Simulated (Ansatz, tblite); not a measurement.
**The cluster Na3F3: charged states by level of theory**

The task here is to estimate one member of a computed series from the others.

Program: Ansatz 0.2.0, Gaussian basis. Level of theory: as each input shows. These are calculated values, not measurements.

Plan: charge +1 doublet, at the geometry of the singlet (PBE0-D4/def2-TZVP, PBE-D4/def2-TZVP, r2SCAN-D4/def2-TZVP, CCSD(T)/def2-SVP); charge -1 doublet, at the geometry of the singlet (PBE0-D4/def2-TZVPD, PBE-D4/def2-TZVPD, r2SCAN-D4/def2-TZVPD); the starting singlet's energies come from earlier runs.

2 further runs of the same task are left out: 2 set aside as unsound or not needed. Runs told in other sessions of the task aren't counted.

**The geometry**

The singlet was relaxed beforehand with PBE0-D4/def2-SVP. At that level it is the lowest of the isomers that a small search found.

6 atoms, charge 0, spin multiplicity 1.

Atoms are counted from 1 here; the program's logs count them from 0.

Bond lengths: Na1–F5 2.021 Å, Na1–F6 2.021 Å, Na2–F4 2.021 Å, Na2–F6 2.021 Å, Na3–F4 2.021 Å, Na3–F5 2.021 Å. Angles: F5–Na1–F6 122.7°, F4–Na2–F6 122.7°, F4–Na3–F5 122.7°, Na2–F4–Na3 117.3°, Na1–F5–Na3 117.3°, Na1–F6–Na2 117.3°.

The first run:

File in.yaml:

```yaml
crystal:
  periodic: [false, false, false]
  atoms:
    - {symbol: Na, position_ang: [-1.882683, 0.556183, -0.345874]}
    - {symbol: Na, position_ang: [1.455691, 0.590682, -1.227205]}
    - {symbol: Na, position_ang: [0.426799, -1.147545, 1.572231]}
    - {symbol: F, position_ang: [1.934374, -0.572879, 0.354536]}
    - {symbol: F, position_ang: [-1.495880, -0.607467, 1.260772]}
    - {symbol: F, position_ang: [-0.438281, 1.181035, -1.614461]}
basis:
  gaussian: {orbitals: def2-SVP}
total_charge: 1
magnetization: {spin_polarized: true, initial_magnetization: 1}
hamiltonian: {xc: pbe0, dispersion: d4}
output: {orbitals: {seedname: orbitals}}
```

Launch:

```console
$ ansatz run in.yaml --threads 4 --pin off --events-out ev --progress --plain --max-ram 3916MiB
```

Steps of the session up to this table: Charge +1 doublet at the fixed geometry, first pass, PBE0-D4/def2-SVP; Charge +1 doublet at the fixed geometry, PBE0-D4/def2-TZVP; Charge +1 doublet at the fixed geometry, PBE-D4/def2-TZVP; Charge +1 doublet at the fixed geometry, r2SCAN-D4/def2-TZVP; Charge +1 doublet at the fixed geometry, CCSD(T)/def2-SVP.

One table of the session follows, with a row left open; its other results are not shown here.

It belongs to the step «Vertical ionisation energy». 

```
             method  vertical ionisation energy (eV)
        HF/def2-SVP                             9.72
   PBE-D4/def2-TZVP                             9.42
r2SCAN-D4/def2-TZVP                                ?
  PBE0-D4/def2-TZVP                            10.25
       MP2/def2-SVP                            11.41
      CCSD/def2-SVP                            11.13
   CCSD(T)/def2-SVP                            11.15
```

Estimate the missing values for r2SCAN-D4/def2-TZVP.

As computed: vertical ionisation energy (eV): 9.64. In the column «vertical ionisation energy (eV)» it lies between PBE-D4/def2-TZVP (9.42) and HF/def2-SVP (9.72).
